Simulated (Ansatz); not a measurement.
# In7Sb8 zinc blende ring disc (In7Sb8H24+): the relaxed shape and its frontier levels

What does In7Sb8 zinc blende ring disc (In7Sb8H24+) look like as a singlet, and where do its frontier electrons sit?

Method: RKS PBE0-D4/def2-SVP; program: Ansatz 0.2.0, Gaussian basis.

Plan: relaxation at PBE-D4/def2-SVP; a single point at PBE0-D4/def2-SVP.

1 further run of the same task is left out (for a known fault of the program).

## 1. The starting structure

39 atoms, charge 1, spin multiplicity 1.

Atoms are counted from 1 here; the program's logs count them from 0.

Bond lengths: In1–Sb8 2.791 Å, In1–Sb9 2.814 Å, In1–Sb10 2.793 Å, In1–H16 1.742 Å, In2–Sb9 2.837 Å, In2–Sb11 2.812 Å, In2–H17 1.725 Å, In2–H18 1.754 Å, In3–Sb8 2.803 Å, In3–Sb12 2.832 Å, In3–H19 1.709 Å, In3–H20 1.766 Å, In4–Sb10 2.808 Å, In4–Sb11 2.788 Å, In4–Sb12 2.815 Å, In4–Sb13 2.781 Å, In5–Sb12 2.785 Å, In5–Sb14 2.802 Å and more. Angles: Sb8–In1–Sb9 109.4°, Sb8–In1–Sb10 109.6°, Sb8–In1–H16 109.0°, Sb9–In1–Sb10 110.6°, Sb9–In1–H16 108.3°, Sb10–In1–H16 109.9°, Sb9–In2–Sb11 110.5°, Sb9–In2–H17 110.2°, Sb9–In2–H18 109.1°, Sb11–In2–H17 109.9°, Sb11–In2–H18 108.3°, H17–In2–H18 108.8°, Sb8–In3–Sb12 109.4°, Sb8–In3–H19 109.7°, Sb8–In3–H20 109.2°, Sb12–In3–H19 110.1°, Sb12–In3–H20 109.2°, H19–In3–H20 109.3° and more.

As a file:

```xyz
39

In   -3.2348   -3.2277    1.4190
In   -3.2595    0.0136   -1.8192
In   -0.0081   -3.2313   -1.8204
In    0.0044    0.0004    1.4223
In    3.2290   -0.0024   -1.8331
In    0.0090    3.2406   -1.8303
In    3.2283    3.2361    1.4142
Sb   -1.6241   -4.8406   -0.1908
Sb   -4.9007   -1.6483   -0.2085
Sb   -1.6263   -1.6168    3.0373
Sb   -1.5882    1.6033   -0.2116
Sb    1.6506   -1.6103   -0.1960
Sb    1.6123    1.5953    3.0366
Sb    4.8616    1.6016   -0.2162
Sb    1.6189    4.8458   -0.2074
H    -4.2432   -4.2441    2.4111
H    -4.2357    1.0180   -2.8257
H    -2.2477   -0.9936   -2.8380
H    -0.9914   -2.2515   -2.8168
H     1.0043   -4.2633   -2.8352
H     2.2362    1.0087   -2.8452
H     4.2280   -1.0016   -2.8375
H    -1.0011    4.2560   -2.8552
H     1.0084    2.2538   -2.8350
H     4.2324    4.2559    2.4225
H    -2.5996   -5.8582   -1.2212
H    -0.6286   -5.8597    0.7988
H    -5.8501   -2.6375   -1.2169
H    -5.8398   -0.6168    0.7775
H    -2.6131   -0.6203    4.0342
H    -0.6138   -2.6092    4.0257
H    -2.6169    2.6289    0.7534
H     2.6110   -2.6125    0.7657
H     2.6180    0.6172    4.0401
H     0.6251    2.6231    4.0454
H     5.8588    0.6138    0.7644
H     5.8793    2.6114   -1.2093
H     0.6291    5.8502    0.7999
H     2.6136    5.8532   -1.2097
```

In, Sb take a core potential in the def2 sets. No spin-orbit coupling is included. The ion is computed in the gas phase, without counter-ions or solvent.

The start is a built from a lattice or polyhedron geometry.

## 2. Optimising with PBE-D4/def2-SVP

in.yaml

```yaml
crystal:
  periodic: [false, false, false]
  atoms:
    - {symbol: In, position_ang: [-3.234800, -3.227700, 1.419000]}
    - {symbol: In, position_ang: [-3.259500, 0.013600, -1.819200]}
    - {symbol: In, position_ang: [-0.008100, -3.231300, -1.820400]}
    - {symbol: In, position_ang: [0.004400, 0.000400, 1.422300]}
    - {symbol: In, position_ang: [3.229000, -0.002400, -1.833100]}
    - {symbol: In, position_ang: [0.009000, 3.240600, -1.830300]}
    - {symbol: In, position_ang: [3.228300, 3.236100, 1.414200]}
    - {symbol: Sb, position_ang: [-1.624100, -4.840600, -0.190800]}
    - {symbol: Sb, position_ang: [-4.900700, -1.648300, -0.208500]}
    - {symbol: Sb, position_ang: [-1.626300, -1.616800, 3.037300]}
    - {symbol: Sb, position_ang: [-1.588200, 1.603300, -0.211600]}
    - {symbol: Sb, position_ang: [1.650600, -1.610300, -0.196000]}
    - {symbol: Sb, position_ang: [1.612300, 1.595300, 3.036600]}
    - {symbol: Sb, position_ang: [4.861600, 1.601600, -0.216200]}
    - {symbol: Sb, position_ang: [1.618900, 4.845800, -0.207400]}
    - {symbol: H, position_ang: [-4.243200, -4.244100, 2.411100]}
    - {symbol: H, position_ang: [-4.235700, 1.018000, -2.825700]}
    - {symbol: H, position_ang: [-2.247700, -0.993600, -2.838000]}
    - {symbol: H, position_ang: [-0.991400, -2.251500, -2.816800]}
    - {symbol: H, position_ang: [1.004300, -4.263300, -2.835200]}
    - {symbol: H, position_ang: [2.236200, 1.008700, -2.845200]}
    - {symbol: H, position_ang: [4.228000, -1.001600, -2.837500]}
    - {symbol: H, position_ang: [-1.001100, 4.256000, -2.855200]}
    - {symbol: H, position_ang: [1.008400, 2.253800, -2.835000]}
    - {symbol: H, position_ang: [4.232400, 4.255900, 2.422500]}
    - {symbol: H, position_ang: [-2.599600, -5.858200, -1.221200]}
    - {symbol: H, position_ang: [-0.628600, -5.859700, 0.798800]}
    - {symbol: H, position_ang: [-5.850100, -2.637500, -1.216900]}
    - {symbol: H, position_ang: [-5.839800, -0.616800, 0.777500]}
    - {symbol: H, position_ang: [-2.613100, -0.620300, 4.034200]}
    - {symbol: H, position_ang: [-0.613800, -2.609200, 4.025700]}
    - {symbol: H, position_ang: [-2.616900, 2.628900, 0.753400]}
    - {symbol: H, position_ang: [2.611000, -2.612500, 0.765700]}
    - {symbol: H, position_ang: [2.618000, 0.617200, 4.040100]}
    - {symbol: H, position_ang: [0.625100, 2.623100, 4.045400]}
    - {symbol: H, position_ang: [5.858800, 0.613800, 0.764400]}
    - {symbol: H, position_ang: [5.879300, 2.611400, -1.209300]}
    - {symbol: H, position_ang: [0.629100, 5.850200, 0.799900]}
    - {symbol: H, position_ang: [2.613600, 5.853200, -1.209700]}
basis:
  gaussian: {orbitals: def2-SVP, fitting: {mean_field: def2-universal-jkfit}}
total_charge: 1
hamiltonian: {xc: pbe, dispersion: d4}
scf: {lower_state_search: "off"}
output: {orbitals: {seedname: orbitals}}
relax: {f_tol: 0.03, max_steps: 70}
```

On the command line:

```bash
$ ansatz run in.yaml --threads 2 --pin off --events-out ev --progress --plain --max-ram 32768MiB --backend cuda --devices 0, --max-vram 18GiB
```

Further steps of the session: Single point, PBE0-D4/def2-SVP.

**Question.** What will the summary of the whole plan be? Wanted: point group; commonest bond, hydrogen aside; HOMO, LUMO at PBE0-D4/def2-SVP.

As calculated:

| quantity | value |
| --- | --- |
| point group | C2v |
| commonest bond, hydrogen aside | In–Sb, 18 of mean length 2.896 Å |
| HOMO, LUMO at PBE0-D4/def2-SVP | -9.26, -4.79 eV |

What this shows: The molecule keeps its bonding pattern by the stored test; the atoms moved 0.49 Å (rms), and the angle H17–In2–H18 went from 109° to 135°. No usable vibrations, so a minimum isn't proven. The HOMO lies nearest to Sb11, Sb12 about 15 % each; Sb10, Sb13 about 9 % each and the LUMO to In4 21 %; Sb10, Sb13 about 9 % each. Whether this spin is the lowest isn't tested here.
